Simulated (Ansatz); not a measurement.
**C2Cl2N2Sn: one species, many methods**

How much do the methods differ for C2Cl2N2Sn? The plan is to run it at one geometry with functionals of several rungs and with coupled cluster, and see how far each lands from CCSD(T) at the basis-set limit for the atomisation energy.

Program: Ansatz 0.2.0, Gaussian basis. Level of theory: functionals in def2-TZVPP, the program's frozen cores in correlated methods. These are calculated values, not measurements.

Levels to be run: LDA (SPW92), PBE-D4, revPBE-D4, BLYP-D4, r2SCAN-D4, B97M-V, PBE0-D4, B3LYP-D4, r2SCANh-D4, r2SCAN0-D4, HSE06-D4, BHLYP-D4, CAM-B3LYP-D4, LC-ωPBE, ωB97X-V, ωB97M-V, B2PLYP, PBE-QIDH; CCSD(T)/def2-SVP; CCSD(T)/def2-TZVPP; MP2/def2-QZVPP; extrapolation to the limit; RPA on PBE.

1 further run of the same task is left out (for a known fault of the program). Runs told in other sessions of the task aren't counted.

### Step 1. Structure used throughout

The geometry comes from an earlier relaxation with PBE0-D4 in a triple-zeta def2 set; it is a stationary point, not always the lowest conformer. Sn takes the def2 core potential; no spin-orbit term is included.

SMILES `N#[C][Sn]([Cl])([Cl])[C]#N`, 7 atoms, charge 0, spin multiplicity 1.

Atoms are counted from 1 here; the program's logs count them from 0.

Bond lengths: N1–C2 1.151 Å, C2–Sn3 2.083 Å, Sn3–Cl4 2.279 Å, Sn3–Cl5 2.279 Å, Sn3–C6 2.083 Å, C6–N7 1.151 Å. Angles: N1–C2–Sn3 179.8°, C2–Sn3–Cl4 109.3°, C2–Sn3–Cl5 109.3°, C2–Sn3–C6 109.1°, Cl4–Sn3–Cl5 110.6°, Cl4–Sn3–C6 109.3°, Cl5–Sn3–C6 109.2°, Sn3–C6–N7 179.7°.

### Step 2. LDA

This LDA is Slater exchange with PW92 correlation.

The input, in.yaml:

```yaml
crystal:
  periodic: [false, false, false]
  atoms:
    - {symbol: N, position_ang: [1.410285, -2.039393, 1.645043]}
    - {symbol: C, position_ang: [0.860739, -1.364741, 0.891310]}
    - {symbol: Sn, position_ang: [-0.129538, -0.146293, -0.477100]}
    - {symbol: Cl, position_ang: [-2.126965, -1.097427, -1.023621]}
    - {symbol: Cl, position_ang: [1.169352, 0.111915, -2.331622]}
    - {symbol: C, position_ang: [-0.468777, 1.717527, 0.388315]}
    - {symbol: N, position_ang: [-0.653896, 2.750313, 0.861976]}
basis:
  gaussian: {orbitals: def2-TZVPP}
hamiltonian: {xc: lda}
output: {orbitals: {seedname: orbitals}}
```

Launch:

```console
$ ansatz run in.yaml --threads 4 --pin off --events-out ev --progress --plain --max-ram 11315MiB
```

The runs that follow: PBE-D4 (GGA); revPBE-D4 (GGA); BLYP-D4 (GGA); r2SCAN-D4 (meta-GGA); B97M-V (meta-GGA); PBE0-D4 (hybrid); B3LYP-D4 (hybrid); r2SCANh-D4 (hybrid); r2SCAN0-D4 (hybrid); HSE06-D4 (hybrid); BHLYP-D4 (hybrid); CAM-B3LYP-D4 (range-separated); LC-ωPBE (range-separated); ωB97X-V (range-separated); ωB97M-V (range-separated); B2PLYP (double hybrid); PBE-QIDH (double hybrid); CCSD(T) in def2-SVP; CCSD(T) in def2-TZVPP; MP2 in def2-QZVPP; RPA on PBE orbitals.

**Question.** What will the summary of the whole plan be? Wanted: atomisation energy, CCSD(T)/CBS; farthest beyond LDA; mean size of error, GGA; mean size of error, meta-GGA; mean size of error, hybrid; mean size of error, range-separated; mean size of error, double hybrid; gap, smallest and largest; T1 diagnostic.

As calculated:

```
                               quantity                                                            value
        atomisation energy, CCSD(T)/CBS                                                        29.955 eV
    functionals within 0.300 eV (1.0 %)  revPBE-D4, BLYP-D4, B97M-V, PBE0-D4, HSE06-D4, ωB97X-V, ωB97M-V
                    farthest beyond LDA                                             BHLYP-D4 (-2.185 eV)
                mean size of error, GGA                                                         0.634 eV
           mean size of error, meta-GGA                                                         0.233 eV
             mean size of error, hybrid                                                         0.835 eV
    mean size of error, range-separated                                                         0.206 eV
      mean size of error, double hybrid                                                         0.436 eV
              gap, smallest and largest                        4.88 eV (LDA (SPW92)), 12.59 eV (LC-ωPBE)
                          T1 diagnostic                                                           0.0134
triples share of the correlation energy                                                            4.6 %
```

LDA overbinds by 5.259 eV (18 %). PBE-D4 misses by +1.427 eV. Double hybrids carry the basis error of their MP2 part in triple zeta, and no dispersion term here, so their miss is partly the set-up's. The rungs range-separated, meta-GGA miss on average by less than the doubt on the reference (0.300 eV), so they tie. The reference freezes the cores and leaves out spin-orbit coupling and excitations past (T), and its outer-core shells are covered unevenly, so misses under about 0.300 eV can't be ranked. All levels share the lack of spin-orbit coupling, which lowers the free heavy atoms and so the true binding. Hartree-Fock recovers 61 % of the binding; the rest is correlation. CCSD(T) in def2-SVP is off by -2.487 eV, worse than the median functional, from the basis alone. The gap grows from 4.9 to 12.6 eV across the functionals, mostly with the share of exact exchange. Correlated methods include outer-core shells of Sn, which these sets cover unevenly.
